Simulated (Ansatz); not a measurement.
# InH2+ (triplet): the correlation ladder at distance In1–H2 = 1.735 Å, def2-TZVPP

How much of the correlation energy of InH2+ (triplet) does each wave-function method recover here?

The runs use Ansatz 0.2.0, Gaussian basis; def2-TZVPP, core rule «outside noble gas», up to 9 orbitals frozen.

Plan: UHF; CCSD(T) on ROHF; CCSD(T) on UHF; BCCD(T) on ROHF; CCSDT(Q) on ROHF; CCSDT(Q) on UHF; CASSCF and NEVPT2, 4 electrons in 4 orbitals; CASSCF and MRCISD+Q, 4 electrons in 6 orbitals; CASSCF and NEVPT2, 4 electrons in 6 orbitals; Full CI.

21 further runs of the same task are left out: 15 that didn't finish, 6 set aside as unsound or not needed.

**1. What is computed**

The geometry derives from a PBE0/def2-TZVP stationary point (not a proven minimum). One bond is set to the value named and the two fragments are kept rigid. No spin-orbit coupling is included. Elements past krypton take def2 core potentials.

3 atoms, charge 1, spin multiplicity 3.

Atoms are counted from 1 here; the program's logs count them from 0.

Bond lengths: In1–H2 1.735 Å, In1–H3 1.966 Å. Angles: H2–In1–H3 71.1°.

**2. UHF**

in.yaml

```yaml
crystal:
  periodic: [false, false, false]
  atoms:
    - {symbol: In, position_ang: [0.000000, 0.001160, -0.025980]}
    - {symbol: H, position_ang: [0.000000, 1.009939, 1.385612]}
    - {symbol: H, position_ang: [0.000000, -1.142133, 1.573838]}
basis:
  gaussian: {orbitals: def2-TZVPP}
total_charge: 1
magnetization: {spin_polarized: true, initial_magnetization: 2}
hamiltonian: {xc: hf}
output: {orbitals: {seedname: orbitals}}
```

Launch:

```console
$ ansatz run in.yaml --threads 1 --pin off --events-out ev --progress --plain --max-ram 2393MiB
```

Further steps of the session: CCSD(T) on ROHF; CCSD(T) on UHF; BCCD(T) on ROHF; CCSDT(Q) on ROHF; CCSDT(Q) on UHF; CASSCF and NEVPT2, 4 electrons in 4 orbitals; CASSCF and MRCISD+Q, 4 electrons in 6 orbitals; CASSCF and NEVPT2, 4 electrons in 6 orbitals; Full CI.

Q: Predict the results of all the runs planned. Wanted: FCI below the RHF energy; RMP2 from FCI; UMP2 from FCI; RCCSD from FCI; RCCSD(T) from FCI; UCCSD(T) from FCI; RCCSDT(Q) from FCI; UCCSDT(Q) from FCI; NEVPT2 pair from FCI.

As calculated:

| quantity | value |
| --- | --- |
| FCI below the RHF energy | -1.6498 eV |
| RMP2 from FCI | +446.8 meV |
| UMP2 from FCI | +385.7 meV |
| RCCSD from FCI | +35.4 meV |
| RCCSD(T) from FCI | +3.5 meV |
| UCCSD(T) from FCI | -29.1 meV |
| RCCSDT(Q) from FCI | -6.8 meV |
| UCCSDT(Q) from FCI | -38.5 meV |
| NEVPT2 pair from FCI | +361.0 meV |
| NEVPT2 valence from FCI | +158.9 meV |
| MRCISD+Q valence from FCI | -12.0 meV |
| levels within 1 kcal/mol (43 meV) | RCCSD, UCCSD, RCCSD(T), UCCSD(T), BCCD(T), RCCSDT, UCCSDT, RCCSDT(Q), UCCSDT(Q), MRCISD valence, MRCISD+Q valence |
| T1 diagnostic | 0.055 |
| effectively unpaired electrons | 2.02 |

What this shows: RCCSD(T) misses by +3.5 meV, 0.2 % of the correlation energy. CCSD(T) misses by +3.5 meV on the restricted determinant and by -29.1 meV on the unrestricted one; the two need not hold the same state or core. UCCSD, UCCSD(T), RCCSDT, UCCSDT, RCCSDT(Q), UCCSDT(Q), MRCISD+Q valence fall below full CI: unrestricted runs freeze a spin-polarised core, another one than full CI's, and coupled cluster isn't variational. The occupations are near whole numbers, but T1 = 0.055 shows that the orbitals relax strongly. Of the multireference levels listed MRCISD+Q valence comes nearest in total energy (-12.0 meV), which doesn't show that its space is the better one. These misses are within one basis, not against nature; the frozen cores of restricted and unrestricted runs differ, which can shift their rows.
